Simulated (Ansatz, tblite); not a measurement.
# AsH2Me (CH5As): rung by rung

One table from this session's results is given with a row withheld; the runs are named, their logs left out.

Program: Ansatz 0.2.0, Gaussian basis. Level of theory: as each input shows. These are calculated values, not measurements.

The runs, in order: GFN1-xTB, GFN2-xTB, PBE-D4/def2-TZVP, r2SCAN-D4/def2-TZVP, HF/def2-TZVP, LDA/def2-TZVP, CAM-B3LYP-D4/def2-TZVP, r2SCANh-D4/def2-TZVP, B3LYP-D4/def2-TZVP, PBE-QIDH/def2-TZVP, HSE06-D4/def2-TZVP, PBE-D4/def2-SVP, PBE0-D4/def2-SVP, HF/6-31G, B3LYP-D4/6-31G, PBE0-D4/def2-TZVPD, PBE-D4/def2-TZVPD, r2SCAN-D4/def2-TZVPD, CCSD(T)/def2-TZVPP, MP2/def2-TZVP, RPA/def2-TZVP, CCSD(T)/def2-TZVPD.

## The geometry

The singlet was relaxed beforehand with PBE0-D4/def2-TZVP.

7 atoms, charge 0, spin multiplicity 1.

Bond lengths: As1–H2 1.524 Å, As1–H3 1.524 Å, As1–C4 1.973 Å, C4–H5 1.090 Å, C4–H6 1.088 Å, C4–H7 1.090 Å. Angles: H2–As1–H3 91.9°, H2–As1–C4 95.8°, H3–As1–C4 95.8°, As1–C4–H5 108.5°, As1–C4–H6 112.3°, As1–C4–H7 108.5°, H5–C4–H6 109.5°, H5–C4–H7 108.4°, H6–C4–H7 109.5°.

PBE0-D4/def2-TZVP was run before; its log isn't repeated, and its numbers join the tables.

The first run:

Tight binding, by tblite at 300 K electronic temperature and without a spin-polarisation term:

```python
tblite.interface.Calculator('GFN1-xTB', numbers, positions, charge=0, uhf=0).singlepoint()
```

Tight binding, by tblite at 300 K electronic temperature and without a spin-polarisation term:

```python
tblite.interface.Calculator('GFN2-xTB', numbers, positions, charge=0, uhf=0).singlepoint()
```

start.molden holds the orbitals of an earlier run on this state, given as this run's starting guess.

File in.yaml:

```yaml
crystal:
  periodic: [false, false, false]
  atoms:
    - {symbol: As, position_ang: [0.467678, 0.784197, 0.889525]}
    - {symbol: H, position_ang: [1.736720, 0.836314, 0.047072]}
    - {symbol: H, position_ang: [-0.166470, 1.919332, 0.094490]}
    - {symbol: C, position_ang: [-0.386278, -0.673388, -0.129157]}
    - {symbol: H, position_ang: [0.110591, -1.609757, 0.125568]}
    - {symbol: H, position_ang: [-0.331832, -0.513721, -1.204021]}
    - {symbol: H, position_ang: [-1.430418, -0.742987, 0.176532]}
basis:
  gaussian: {orbitals: def2-TZVP, initial_orbitals: start.molden}
hamiltonian: {xc: pbe, dispersion: d4}
scf: {omitted_lower_state_checks: [starts]}
output: {orbitals: {seedname: orbitals}}
```

Started as:

```sh
ansatz run in.yaml --threads 4 --pin off --events-out ev --progress --plain --max-ram 3916MiB
```

Among the steps run: PBE-D4/def2-TZVP; r2SCAN-D4/def2-TZVP; HF/def2-TZVP; LDA/def2-TZVP; CAM-B3LYP-D4/def2-TZVP; r2SCANh-D4/def2-TZVP; B3LYP-D4/def2-TZVP; PBE-QIDH/def2-TZVP; HSE06-D4/def2-TZVP; PBE-D4/def2-SVP; PBE0-D4/def2-SVP; HF/6-31G; B3LYP-D4/6-31G; PBE0-D4/def2-TZVPD; PBE-D4/def2-TZVPD; r2SCAN-D4/def2-TZVPD; CCSD(T)/def2-TZVPP; MP2/def2-TZVP; RPA/def2-TZVP; CCSD(T)/def2-TZVPD.

One of the session's tables, all rows but one given; the rest of the session is left out.

It belongs to the step «Levels side by side». 

```
                 level  HOMO (eV)  LUMO (eV)  gap (eV)
              HF/6-31G      -9.69       3.88     13.57
          HF/def2-TZVP      -9.72       3.22     12.94
         LDA/def2-TZVP      -6.20      -0.51      5.69
       PBE-D4/def2-SVP      -6.02      -0.03      5.98
      PBE-D4/def2-TZVP      -6.10      -0.36      5.74
     PBE-D4/def2-TZVPD      -6.13      -0.74      5.40
   r2SCAN-D4/def2-TZVP      -6.36       0.04      6.40
  r2SCAN-D4/def2-TZVPD      -6.38      -0.23      6.15
  r2SCANh-D4/def2-TZVP      -6.77       0.32      7.09
        B3LYP-D4/6-31G      -6.85       0.64      7.49
    B3LYP-D4/def2-TZVP      -7.02       0.16      7.19
      PBE0-D4/def2-SVP          ?          ?         ?
     PBE0-D4/def2-TZVP      -7.21       0.45      7.66
    PBE0-D4/def2-TZVPD      -7.23      -0.05      7.18
    HSE06-D4/def2-TZVP      -6.81       0.08      6.89
CAM-B3LYP-D4/def2-TZVP      -8.52       1.34      9.86
```

Q: Estimate the row for PBE0-D4/def2-SVP from the others.

The run gave: HOMO (eV): -7.16; LUMO (eV): 0.81; gap (eV): 7.96. In the column «HOMO (eV)» it lies between PBE0-D4/def2-TZVP (-7.21) and B3LYP-D4/def2-TZVP (-7.02).
